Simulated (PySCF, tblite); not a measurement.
**F2H3SSi2 radical: geometry, infrared bands and EPR parameters**

What infrared bands and EPR parameters should F2H3SSi2 radical (`F[SiH]S[SiH2]F`) show?

The runs use tblite 0.8.0 and PySCF 2.14.0, with density-fitted response routines of our own; the level of theory stands in each step. All values are computed, except where a source is named. Atoms count from 0, in the outputs and in this text.

**1. Starting geometry**

8 atoms, charge 0, multiplicity 2; geometry from: force field or distance geometry start.

Bonds of the start (Å): F0–Si1 1.69, Si1–S2 2.17, S2–Si3 2.16, Si3–F4 1.70, Si1–H5 1.48, Si3–H6 1.46, Si3–H7 1.48.

**2. Optimising the geometry with GFN2-xTB**

Job settings and geometry (Å):

```
{"job": {"kind": "relax", "xc": "GFN2-xTB", "basis": "xTB"}, "charge": 0, "multiplicity": 2}
F      1.439300     1.702500    -0.490200
Si     2.021200     0.487900     0.530500
S      0.264500    -0.344800     1.487900
Si    -1.238100    -0.337800    -0.058400
F     -2.547900     0.575700     0.520000
H      2.456500    -0.582100    -0.402600
H     -0.699100     0.230200    -1.294800
H     -1.687300    -1.722200    -0.317100
```

Started as:

```
$ OMP_NUM_THREADS=1 python probes_run.py task.json out
```

One launch serves the whole session: the jobs run in the order shown.

**Question.** This job is followed by: GFN2-xTB harmonic vibrations, gas phase; UKS B3LYP, pcH-1 on F H S Si, non-relativistic, mean-field spin-orbit, GIAO. Predict these results of the whole session: strongest single infrared mode (GFN2-xTB); zero-point energy (GFN2-xTB); g(iso) (B3LYP); ⟨S²⟩; largest a(iso) (averaged by class); potential on the surface of density 0.002 e/bohr³, 1st and 99th percentile.

The runs gave:

| quantity | value |
| --- | --- |
| strongest single infrared mode (GFN2-xTB) | 777 cm⁻¹, 290 km/mol |
| zero-point energy (GFN2-xTB) | 20.0 kcal/mol |
| g(iso) (B3LYP) | 2.00382 |
| ⟨S²⟩ | 0.752 (exact 0.75) |
| largest a(iso) (averaged by class) | 29Si on Si1, -811.8 MHz |
| potential on the surface of density 0.002 e/bohr³, 1st and 99th percentile | -0.89 V and 1.78 V |

In words: Over 104 steps the energy fell by 0.360 eV; of the close pairs, Si3–F4 changed most, 1.698 to 1.607 Å. No mode is imaginary among the 18: a minimum at this level. The strongest single mode, at 777 cm⁻¹, moves mainly F0 and Si1. GFN2-xTB is a fitted tight-binding method: band positions and strengths are rough. Its intensities can rank the bands wrongly. Most of the unpaired spin sits on Si1 (0.74 e). The isotropic g lies 1.5 ppt above the free-electron value. These values are for one conformer; the search (at its own cheap level) found 2 more, at 0.01, 0.17 kcal/mol (those within 0.05 may be mirror or relabelled copies), and measured spectra average over such forms.
